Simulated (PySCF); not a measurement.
# Al3H3S3 ((HAlS)3 ring): the cost of one run

Computed with PySCF 2.14.0 and routines of our own; the level stands in each step. Atoms count from 0.

### 1 The starting structure

9 atoms, charge 0, multiplicity 1; geometry from: GFN2-xTB.

### 2 Magnetic properties: GIAO PBE/def2-SVP

The job: settings as JSON, then the geometry in Å.

```
{"job": {"kind": "mag", "xc": "PBE", "basis": "def2-SVP"}, "charge": 0, "multiplicity": 1}
Al     0.729310     1.972660    -0.246030
H      1.277180     3.377740    -0.414520
S      0.008470     1.432890     1.757060
Al    -0.738080    -0.629150     1.882000
H     -1.283700    -1.074550     3.227000
S     -0.780850    -2.112070     0.263220
Al     0.003510    -1.341940    -1.637700
H      0.043200    -2.315200    -2.801110
S      0.740970     0.689610    -2.029940
```

Level: GIAO PBE/def2-SVP magnetisability, rotational g tensor and spin-rotation constants, non-relativistic, gas phase.

The run is started by

```
> OMP_NUM_THREADS=1 python excited_run.py task.json out
```

This one command runs all jobs of the session in turn.

Q: Estimate the wall time and peak memory of this first job on 1 thread of Arm Neoverse V1, shared host.

About 17 s, with a peak of 0.5 GiB.
